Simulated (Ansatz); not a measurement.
AlH4OPSeSi, SMILES PO[SiH]1[AlH][Se]1, energies of removing a hydrogen

With the Python package of Ansatz (0.2.0).

Run as a notebook:

In [1]:
```python
from dataclasses import dataclass

import ansatz as az
```

In [2]:
```python
@dataclass(frozen=True)
class Options:
    basis: str = "cc-pVDZ"
    functional: str = "r2scan0"
```

In [3]:
```python
opts = Options()
```

In [4]:
```python
def energy(molecule, charge=0, unpaired=0):
    calc = (
        molecule.calculation()
        .basis(gaussian=opts.basis)
        .functional(opts.functional)
        .scf(lower_state_search="standard")
    )
    if charge:
        calc = calc.charge(charge)
    if unpaired:
        calc = calc.spin("collinear", total=unpaired)
    return calc.run().report["free_energy_ev"]

GEOMETRY = """
P     1.82440    0.75190   -0.65270
O     0.48830   -0.20750   -1.26670
Si   -0.15920   -0.99810    0.11030
Al   -1.80900    0.17030    1.17790
Se   -2.18610   -1.81440   -0.27270
H     0.94410    2.00160   -0.58180
H     2.29840    1.12430   -1.98660
H     0.81630   -1.91890    0.80260
H    -2.12880    0.84450    2.65260
"""
```

In [5]:
```python
def without(molecule, index):
    rest = az.Crystal.molecule()
    for i, site in enumerate(molecule.cartesian_sites):
        if i != index:
            rest = rest.atom(site.symbol, site.position_ang)
    return rest
```

In [6]:
```python
alh4opsesi = az.Crystal.molecule()
for line in GEOMETRY.strip().splitlines():
    symbol, *xyz = line.split()
    alh4opsesi = alh4opsesi.atom(symbol, [float(v) for v in xyz])
```

In [7]:
```python
whole = energy(alh4opsesi, 0)
hydrogen = energy(az.Crystal.molecule().atom("H", (0, 0, 0)), 0, 1)
print(f"E(molecule) = {whole:.5f} eV, E(H) = {hydrogen:.5f} eV")
for index in [6, 7, 8]:
    radical = energy(without(alh4opsesi, index), 0, 1)
    print(f"H{index}: homolysis {96.485332 * (radical + hydrogen - whole):.1f} kJ/mol")
```
```text
E(molecule) = -91220.71814 eV, E(H) = -13.58463 eV
H6: homolysis 324.8 kJ/mol
H7: homolysis 334.5 kJ/mol
H8: homolysis 265.3 kJ/mol
```

Caveats:
- The settings weren't tested for convergence.
- The geometry is a force-field or estimated start, not a minimum of this method, and the basis set is short of its limit. All parts are taken at fixed geometry, without zero-point energy.
- The spin-orbit lowering of heavy atoms is left out.
- Timing: 2.1 min on 1 thread of Arm Neoverse V1, with other jobs on the host, peak memory 0.56 GiB.
